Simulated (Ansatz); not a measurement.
**CH7SSbSi: a ladder of functionals and wavefunction methods**

The task here is to estimate one member of a computed series from the others.

Program: Ansatz 0.2.0, Gaussian basis. Level of theory: functionals in def2-TZVPP, the program's frozen cores in correlated methods. These are calculated values, not measurements.

The runs, in order: PBE-D4, r2SCAN-D4, PBE0-D4, B3LYP-D4, ωB97X-V, ωB97M-V, B2PLYP; CCSD(T)/def2-TZVPP; MP2/def2-QZVPP; extrapolation to the limit.

### The geometry

The geometry comes from an earlier relaxation with PBE0-D4 in a triple-zeta def2 set; it is a stationary point, not always the lowest conformer. Sb takes the def2 core potential; no spin-orbit term is included.

SMILES `C[SiH2][S][SbH2]`, 11 atoms, charge 0, spin multiplicity 1.

Atoms are counted from 1 here; the program's logs count them from 0.

Bond lengths: C1–Si2 1.864 Å, C1–H5 1.092 Å, C1–H6 1.092 Å, C1–H7 1.093 Å, Si2–S3 2.138 Å, Si2–H8 1.489 Å, Si2–H9 1.489 Å, S3–Sb4 2.429 Å, Sb4–H10 1.711 Å, Sb4–H11 1.711 Å. Angles: Si2–C1–H5 110.8°, Si2–C1–H6 110.7°, Si2–C1–H7 110.1°, H5–C1–H6 108.4°, H5–C1–H7 108.4°, H6–C1–H7 108.4°, C1–Si2–S3 107.6°, C1–Si2–H8 110.9°, C1–Si2–H9 110.9°, S3–Si2–H8 110.1°, S3–Si2–H9 110.1°, H8–Si2–H9 107.3°, Si2–S3–Sb4 97.1°, S3–Sb4–H10 94.0°, S3–Sb4–H11 94.1°, H10–Sb4–H11 90.7°.

Set-up of the first run:

in.yaml

```yaml
crystal:
  periodic: [false, false, false]
  atoms:
    - {symbol: C, position_ang: [-0.684495, 2.094595, 0.356671]}
    - {symbol: Si, position_ang: [-0.672468, 0.289468, -0.107197]}
    - {symbol: S, position_ang: [1.302734, -0.453654, 0.233725]}
    - {symbol: Sb, position_ang: [0.886724, -2.741789, -0.468861]}
    - {symbol: H, position_ang: [-0.419640, 2.226002, 1.407901]}
    - {symbol: H, position_ang: [0.029179, 2.654546, -0.251321]}
    - {symbol: H, position_ang: [-1.679690, 2.517595, 0.196803]}
    - {symbol: H, position_ang: [-1.047908, 0.105805, -1.536639]}
    - {symbol: H, position_ang: [-1.654320, -0.476571, 0.709672]}
    - {symbol: H, position_ang: [2.319189, -2.843456, -1.398543]}
    - {symbol: H, position_ang: [1.685895, -3.429641, 0.878389]}
basis:
  gaussian: {orbitals: def2-TZVPP}
hamiltonian: {xc: pbe, dispersion: d4}
output: {forces: true, orbitals: {seedname: orbitals}}
```

Started as:

```sh
ansatz run in.yaml --threads 4 --pin off --events-out ev --progress --plain --max-ram 10444MiB
```

Steps of the session up to this table: PBE-D4 (GGA); r2SCAN-D4 (meta-GGA); PBE0-D4 (hybrid); B3LYP-D4 (hybrid); ωB97X-V (range-separated); ωB97M-V (range-separated); B2PLYP (double hybrid); CCSD(T) in def2-TZVPP; MP2 in def2-QZVPP.

One of the session's tables, all rows but one given; the rest of the session is left out.

It belongs to the step «Atomisation energies». 

| method | atomisation energy (eV) |
| --- | --- |
| PBE-D4 | 35.209 |
| r2SCAN-D4 | 35.035 |
| PBE0-D4 | 34.856 |
| B3LYP-D4 | 35.113 |
| ωB97X-V | 35.392 |
| ωB97M-V | 35.101 |
| B2PLYP | 34.457 |
| HF/def2-TZVPP | 25.330 |
| MP2/def2-TZVPP | 33.849 |
| CCSD/def2-TZVPP | ? |
| CCSD(T)/def2-TZVPP | 34.051 |
| MP2/CBS | 34.925 |
| CCSD(T)/CBS | 35.128 |

Q: Estimate the row for CCSD/def2-TZVPP from the others.

As computed: atomisation energy (eV): 33.563. In the column «atomisation energy (eV)» it lies between HF/def2-TZVPP (25.330) and MP2/def2-TZVPP (33.849).
